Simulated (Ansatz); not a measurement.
**Ta (sc type): how the settings move a single-point run**

Question: which choices in the input matter for Ta (sc type)?

Program: Ansatz 0.2.0. Level of theory: reference: DFT, LDA, all-electron LAPW, scalar-relativistic. These are calculated values, not measurements.

## (1) Starting point

Symmetry: Pm-3m, No. 221, cubic system. The conventional cell has a = 2.129 Å, b = 2.129 Å, c = 2.129 Å, α = 90.00°, β = 90.00°, γ = 90.00°. Ta (site symmetry m-3m) is surrounded by 6 Ta at 2.13 Å.

Coordinates:

```cif
data_structure
_symmetry_space_group_name_H-M 'P 1'
_symmetry_Int_Tables_number 1
_cell_length_a 2.1295
_cell_length_b 2.1295
_cell_length_c 2.1295
_cell_angle_alpha 90.000
_cell_angle_beta 90.000
_cell_angle_gamma 90.000
_cell_volume 9.66
loop_
_atom_site_label
_atom_site_type_symbol
_atom_site_fract_x
_atom_site_fract_y
_atom_site_fract_z
_atom_site_occupancy
Ta1 Ta 0.00000 0.00000 0.00000 1
```

## (2) Baseline

input.yaml

```yaml
crystal:
  lattice:
    - [2.1294646144, 0.0, 0.0]
    - [0.0, 2.1294646144, 0.0]
    - [0.0, 0.0, 2.1294646144]
  atoms:
    - { symbol: Ta, position: [0.0, 0.0, 0.0] }
kpoints:
  mp_grid: { grid: [14, 14, 14] }
scf:
  occupations: { method: fermi_dirac, width: 0.05 }
hamiltonian:
  xc: lda
  pseudopotentials: { kind: all_electron, lapw: { basis_error: 0.001 } }
output:
  forces: true
  stress: true
  eigenvalues: true
  populations: true
```

Started as:

```sh
$ ansatz run input.yaml --threads 1 --pin off --max-ram 2048MiB --backend cpu --events-out ev --progress --plain --runs-dir out
```

## (3) Changing settings: occupations.method methfessel_paxton, occupations.width 0.01, xc pbesol, hubbard.sites [{species: Ta, l: d, u_eff: 3.0}], hubbard.double_counting amf

Edit input.yaml of step 2 so:

```diff
@@ -10,6 +10,7 @@
 scf:
-  occupations: { method: fermi_dirac, width: 0.05 }
+  occupations: { method: methfessel_paxton, width: 0.01 }
 hamiltonian:
-  xc: lda
+  xc: pbesol
   pseudopotentials: { kind: all_electron, lapw: { basis_error: 0.001 } }
+  hubbard: { sites: [{ species: Ta, l: d, u_eff: 3.0 }], double_counting: amf }
 output:
```

Before running it: what results should come out? Wanted: for each run, ending; energy change; pressure; gap; force.

The runs gave:

```csv
run,ending,energy change,pressure (GPa),gap (eV),force (eV/Å),cycles,time
reference,converged,-,459.1,0.00,0.00,6,25 s
"1: occupations.method methfessel_paxton, occupations.width 0.01, xc pbesol, hubbard.sites [{species: Ta, l: d, u_eff: 3.0}], hubbard.double_counting amf",converged,not comparable,473.8,0.00,0.00,6,32 s
```

Residual by cycle in the longest SCF loop of each run; runs are numbered as in the table. The quantity is the density residual dr2, in eV.

```csv
cycle,reference,run 1
1,0.0899,0.0836
2,0.0663,0.0294
3,0.0141,0.00364
4,1.7e-4,6.1e-5
5,1.3e-6,1.1e-7
6,8.3e-9,1.5e-9
```

After a change of functional the difference of the totals has no physical meaning; the pressure goes from 459.1 to 473.8 GPa. The smearing, Hubbard U and double counting of the Hubbard term changed too. A changed U is a change of model: its shifts are not errors of convergence. The structure is not at rest: the sound run finds 459 GPa, so these are no properties of the relaxed crystal. 
